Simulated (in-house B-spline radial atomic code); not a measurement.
# Eu⁺: excited configurations

Aim: the energies of several excited configurations of Eu⁺ above a reference configuration, each from its own self-consistent run.

Method: non-relativistic AM05, spin-polarised, spherical fractional occupations, point nucleus, basis-set limit. Code: in-house B-spline radial atomic code version 1.

### Step 1. The system

| Quantity | Value |
| --- | --- |
| element | europium (Z = 63) |
| charge | +1 |
| electrons | 62 |
| configuration | [Xe] 4f7 6s1 |
| Hamiltonian | non-relativistic |
| nucleus | point |

The outer shells:

[Xe] 4f7 6s1
```
[Xe] core
4f [↑ ][↑ ][↑ ][↑ ][↑ ][↑ ][↑ ]
6s [↑ ]
```

Where spins are not typed, each open shell is filled with up spins first.

### Step 2. The reference configuration

Input settings:

```ini
Z = 63
electrons = 62.0
configuration = [Xe] 4f7 6s1
hamiltonian = nr
method = am05
spin_polarised = True
```

### Step 3. Run with [Xe] 4f7 5f1

Input settings:

```ini
Z = 63
electrons = 62.0
configuration = [Xe] 4f7 5f1
hamiltonian = nr
method = am05
spin_polarised = True
```

### Step 4. [Kr] 4d9 4f7 5s2 5p6 6s1 6p1

Input settings:

```ini
Z = 63
electrons = 62.0
configuration = [Kr] 4d9 4f7 5s2 5p6 6s1 6p1
hamiltonian = nr
method = am05
spin_polarised = True
```

### Step 5. Configuration [Kr] 4d10 4f7 5s2 5p5 6s2

Input settings:

```ini
Z = 63
electrons = 62.0
configuration = [Kr] 4d10 4f7 5s2 5p5 6s2
hamiltonian = nr
method = am05
spin_polarised = True
```

### Step 6. Configuration [Kr] 4d10 4f7 5s2 5p5 6s1 7d1

Input settings:

```ini
Z = 63
electrons = 62.0
configuration = [Kr] 4d10 4f7 5s2 5p5 6s1 7d1
hamiltonian = nr
method = am05
spin_polarised = True
```

### Step 7. Configuration [Xe] 4f7 6d1

Input settings:

```ini
Z = 63
electrons = 62.0
configuration = [Xe] 4f7 6d1
hamiltonian = nr
method = am05
spin_polarised = True
```

### Step 8. Configuration [Kr] 4d10 4f7 5s2 5p5 5d1 6s1

Input settings:

```ini
Z = 63
electrons = 62.0
configuration = [Kr] 4d10 4f7 5s2 5p5 5d1 6s1
hamiltonian = nr
method = am05
spin_polarised = True
```

Before running: How far above the reference does each configuration lie (order and size, in eV)?

**Answer**, as computed:

| net move | configuration | 2|M_S|+1 | energy above the reference (eV) | largest <r> (bohr) |
| --- | --- | --- | --- | --- |
| 6s → 6d | [Xe] 4f7 6d1 | 9 | 5.889 | 7.41 |
| 6s → 5f | [Xe] 4f7 5f1 | 9 | 7.159 | 8.60 |
| 5p → 5d | [Kr] 4d10 4f7 5s2 5p5 5d1 6s1 | 11 | 19.374 | 3.84 |
| 5p → 6s | [Kr] 4d10 4f7 5s2 5p5 6s2 | 9 | 21.398 | 3.86 |
| 5p → 7d | [Kr] 4d10 4f7 5s2 5p5 6s1 7d1 | 11 | 29.850 | 12.0 |
| 4d → 6p | [Kr] 4d9 4f7 5s2 5p6 6s1 6p1 | 11 | 138.26 | 4.33 |

What this shows: The energies run from 5.889 eV (6s → 6d) to 138.26 eV (4d → 6p). 4 of them lie more than 60 % above minus the reference's highest level (8.410 eV), in the range where a state can decay by emitting an electron. The reference has 2|M_S|+1 = 9; 3 of the configurations differ from it in spin. These are spherical averages at the typed spins, not spectroscopic levels.
